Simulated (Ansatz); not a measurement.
# C2H7AlO: how energies converge with the basis set

How large a basis does C2H7AlO need? Two functionals are run in growing sets.

Method: one geometry, several basis sets; program: Ansatz 0.2.0, Gaussian basis.

The runs, in order: PBE0-D4/def2-SVP; ωB97M-V/def2-SVP; PBE0-D4/def2-QZVPP; ωB97M-V/def2-QZVPP; the functionals' def2-TZVPP values are taken from earlier runs.

### 1 The relaxed structure

The geometry comes from an earlier relaxation with PBE0-D4 in a triple-zeta def2 set; it is a stationary point, not always the lowest conformer.

SMILES `CO[CH2][AlH2]`, 11 atoms, charge 0, spin multiplicity 1.

Atoms are counted from 1 here; the program's logs count them from 0.

Bond lengths: C1–O2 1.401 Å, C1–H5 1.099 Å, C1–H6 1.091 Å, C1–H7 1.099 Å, O2–C3 1.411 Å, C3–Al4 1.971 Å, C3–H8 1.106 Å, C3–H9 1.106 Å, Al4–H10 1.585 Å, Al4–H11 1.591 Å. Angles: O2–C1–H5 111.4°, O2–C1–H6 107.8°, O2–C1–H7 111.4°, H5–C1–H6 109.0°, H5–C1–H7 108.2°, H6–C1–H7 109.0°, C1–O2–C3 112.8°, O2–C3–Al4 111.2°, O2–C3–H8 110.7°, O2–C3–H9 110.7°, Al4–C3–H8 109.7°, Al4–C3–H9 109.8°, H8–C3–H9 104.4°, C3–Al4–H10 122.0°, C3–Al4–H11 117.2°, H10–Al4–H11 120.8°.

### 2 PBE0-D4 in def2-SVP

Input file in.yaml:

```yaml
crystal:
  periodic: [false, false, false]
  atoms:
    - {symbol: C, position_ang: [-0.249938, 1.841615, 0.240270]}
    - {symbol: O, position_ang: [0.092658, 0.692626, -0.484025]}
    - {symbol: C, position_ang: [-0.034699, -0.489856, 0.275528]}
    - {symbol: Al, position_ang: [0.458765, -2.076388, -0.784608]}
    - {symbol: H, position_ang: [0.395707, 1.966820, 1.121318]}
    - {symbol: H, position_ang: [-0.123652, 2.702056, -0.418662]}
    - {symbol: H, position_ang: [-1.293867, 1.802454, 0.582977]}
    - {symbol: H, position_ang: [0.591169, -0.439665, 1.186456]}
    - {symbol: H, position_ang: [-1.067232, -0.601281, 0.656855]}
    - {symbol: H, position_ang: [0.933432, -1.964555, -2.292274]}
    - {symbol: H, position_ang: [0.362858, -3.490726, -0.063235]}
basis:
  gaussian: {orbitals: def2-SVP}
hamiltonian: {xc: pbe0, dispersion: d4}
output: {orbitals: {seedname: orbitals}}
```

Started as:

```bash
$ ansatz run in.yaml --threads 2 --pin off --events-out ev --progress --plain --max-ram 4352MiB
```

The runs that follow: ωB97M-V in def2-SVP; PBE0-D4 in def2-QZVPP; ωB97M-V in def2-QZVPP.

Q: Predict the results of all the runs planned. Wanted: PBE0-D4: double and triple zeta above quadruple; ωB97M-V: double and triple zeta above quadruple.

The runs gave:

| quantity | value |
| --- | --- |
| PBE0-D4: double and triple zeta above quadruple | 7.63, 0.46 eV |
| ωB97M-V: double and triple zeta above quadruple | 7.83, 0.44 eV |

What this shows: For PBE0-D4 the step from double to triple zeta gains 7.18 eV and the next only 0.46 eV. These are total energies; as a rule much of such shifts cancels in differences, which this series doesn't test.
